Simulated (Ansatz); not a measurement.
# ZrH₃ (quartet): from Hartree-Fock to the top rungs, def2-TZVPP

One table from this session's results is given with a row withheld; the runs are named, their logs left out.

Computed with Ansatz 0.2.0, Gaussian basis. Level: def2-TZVPP, core rule «outside noble gas», up to 4 orbitals frozen.

To be run: UHF; ROHF; CCSD(T) on UHF.

### The geometry

The geometry is a PBE0/def2-TZVP stationary point (not a proven minimum) of the parent state, kept for this charge and spin. No spin-orbit coupling is included. Elements past krypton take def2 core potentials.

4 atoms, charge 0, spin multiplicity 4.

Atoms are counted from 1 here; the program's logs count them from 0.

Bond lengths: Zr1–H2 2.446 Å, Zr1–H3 2.050 Å, Zr1–H4 2.050 Å, H3–H4 0.811 Å. Angles: H2–Zr1–H3 168.6°, H2–Zr1–H4 168.6°, H3–Zr1–H4 22.8°, Zr1–H3–H4 78.6°, Zr1–H4–H3 78.6°.

The first run:

in.yaml

```yaml
crystal:
  periodic: [false, false, false]
  atoms:
    - {symbol: Zr, position_ang: [0.000000, 0.000000, -0.016822]}
    - {symbol: H, position_ang: [0.000000, 0.000000, -2.463315]}
    - {symbol: H, position_ang: [0.000000, 0.405660, 1.992908]}
    - {symbol: H, position_ang: [0.000000, -0.405660, 1.992908]}
basis:
  gaussian: {orbitals: def2-TZVPP}
magnetization: {spin_polarized: true, initial_magnetization: 3}
hamiltonian: {xc: hf}
output: {orbitals: {seedname: orbitals}}
```

Started as:

```
$ ansatz run in.yaml --threads 1 --pin off --events-out ev --progress --plain --max-ram 4096MiB --backend cpu
```

Among the steps run: UHF; ROHF; CCSD(T) on UHF.

One of the session's tables, all rows but one given; the rest of the session is left out.

It belongs to the step «Misses and costs». 

| method | from UCCSD(T) (meV) |
| --- | --- |
| ROHF | +3368.3 |
| UHF | ? |
| UMP2 | +720.5 |
| UCCSD | +78.3 |
| UCCSD(T) | 0 |

**Question.** Estimate the row for UHF.

**Answer.** from UCCSD(T) (meV): +3232.5. In the column «from UCCSD(T) (meV)» it lies between UMP2 (+720.5) and ROHF (+3368.3).

To keep in mind: Warnings: coupled cluster took another determinant than the lowest.
